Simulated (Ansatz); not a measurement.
# TaMo4: the cost of one run

Program: Ansatz 0.2.0. Level of theory: DFT PBE, scalar-relativistic, plane waves, PAW. These are calculated values, not measurements.

2 further runs of the same task are left out: 1 that didn't finish, 1 set aside as unsound or not needed.

### 1 The system as given

It takes space group P-43m (No. 215, cubic). Conventional cell: a = 4.592 Å, b = 4.592 Å, c = 4.592 Å, α = 90.00°, β = 90.00°, γ = 90.00°. Ta (site symmetry -43m) is surrounded by 4 Mo at 1.99 Å. Mo (site symmetry 3m) is surrounded by 1 Ta at 1.99 Å.

As a file:

```cif
data_structure
_symmetry_space_group_name_H-M 'P-43m'
_symmetry_Int_Tables_number 215
_cell_length_a 4.5922
_cell_length_b 4.5922
_cell_length_c 4.5922
_cell_angle_alpha 90.000
_cell_angle_beta 90.000
_cell_angle_gamma 90.000
_cell_volume 96.84
loop_
_atom_site_label
_atom_site_type_symbol
_atom_site_symmetry_multiplicity
_atom_site_Wyckoff_symbol
_atom_site_fract_x
_atom_site_fract_y
_atom_site_fract_z
_atom_site_occupancy
Ta1 Ta 1 a 0.00000 0.00000 0.00000 1
Mo1 Mo 4 e 0.25000 0.25000 0.25000 1
```

A structure generator made this guess: species swapped into a database cell of SnI4 (P-43m, No. 215), with Ta on the Sn sites and Mo on the I sites. Lengths come from tabulated atomic sizes and are only a guess.

### 2 A first look at the guess

The input, input.yaml:

```yaml
crystal:
  lattice:
    - [4.59222247, 0.0, 0.0]
    - [0.0, 4.59222247, 0.0]
    - [0.0, 0.0, 4.59222247]
  atoms:
    - { symbol: Ta, position: [0.0, 0.0, 0.0] }
    - { symbol: Mo, position: [0.25, 0.25, 0.25] }
    - { symbol: Mo, position: [0.75, 0.75, 0.25] }
    - { symbol: Mo, position: [0.25, 0.75, 0.75] }
    - { symbol: Mo, position: [0.75, 0.25, 0.75] }
basis:
  ecutwfc: 420
kpoints:
  mp_grid: { grid: [4, 4, 4] }
hamiltonian:
  xc: pbe
scf:
  occupations: { method: gaussian, width: 0.1 }
  lower_state_search: "off"
output:
  forces: true
  stress: true
  eigenvalues: true
```

Run with:

```sh
$ ansatz run input.yaml --threads 1 --pin off --max-ram 2560MiB --backend cpu --events-out ev --progress --plain --runs-dir out
```

**Question.** How long does this run take on 1 thread of Intel Xeon at 2.70GHz, shared host, and how much memory does it need?

About 3.3 s, with a peak of 0.35 GiB.
